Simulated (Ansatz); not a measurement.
# ZnAg: the cost of one run

Method: DFT PBEsol, scalar-relativistic, plane waves, PAW, in Ansatz 0.2.0.

### Step 1. The system as given

The structure is cubic, space group Pm-3m (No. 221). The conventional cell has a = 3.156 Å, b = 3.156 Å, c = 3.156 Å, α = 90.00°, β = 90.00°, γ = 90.00°. Zn (site symmetry m-3m) has 8 Ag at 2.73 Å as nearest neighbours. Ag (site symmetry m-3m) has 8 Zn at 2.73 Å as nearest neighbours.

Coordinates:

```cif
data_structure
_symmetry_space_group_name_H-M 'P 1'
_symmetry_Int_Tables_number 1
_cell_length_a 3.1560
_cell_length_b 3.1560
_cell_length_c 3.1560
_cell_angle_alpha 90.000
_cell_angle_beta 90.000
_cell_angle_gamma 90.000
_cell_volume 31.43
loop_
_atom_site_label
_atom_site_type_symbol
_atom_site_fract_x
_atom_site_fract_y
_atom_site_fract_z
_atom_site_occupancy
Zn1 Zn 0.50000 0.50000 0.50000 1
Ag1 Ag 0.00000 0.00000 0.00000 1
```

Source of the structure: the Crystallography Open Database.

(A quick probe on a coarse mesh, which set the mesh and smearing, is not shown.)

### Step 3. Relaxing cell and atoms

input.yaml

```yaml
crystal:
  lattice:
    - [3.156, 0.0, 0.0]
    - [0.0, 3.156, 0.0]
    - [0.0, 0.0, 3.156]
  atoms:
    - { symbol: Zn, position: [0.5, 0.5, 0.5] }
    - { symbol: Ag, position: [0.0, 0.0, 0.0] }
basis:
  ecutwfc: 420
kpoints:
  mp_grid: { grid: [14, 14, 14] }
hamiltonian:
  xc: pbesol
scf:
  occupations: { method: gaussian, width: 0.1 }
output:
  forces: true
  stress: true
  eigenvalues: true
  write_density: true
  write_potential: true
  elf: true
  volumetric_format: npy
relax:
  adjacent_minimum: "off"
  f_tol: 0.005
  max_steps: 80
  cell: { stress_tol: 0.05 }
```

Run with:

```
> ansatz run input.yaml --threads 1 --pin off --max-ram 2560MiB --backend cpu --events-out ev --progress --plain --runs-dir out
```

Q: Estimate wall time and peak memory on 1 thread of Arm Neoverse V1, shared host.

About 25 s, with a peak of 0.37 GiB.
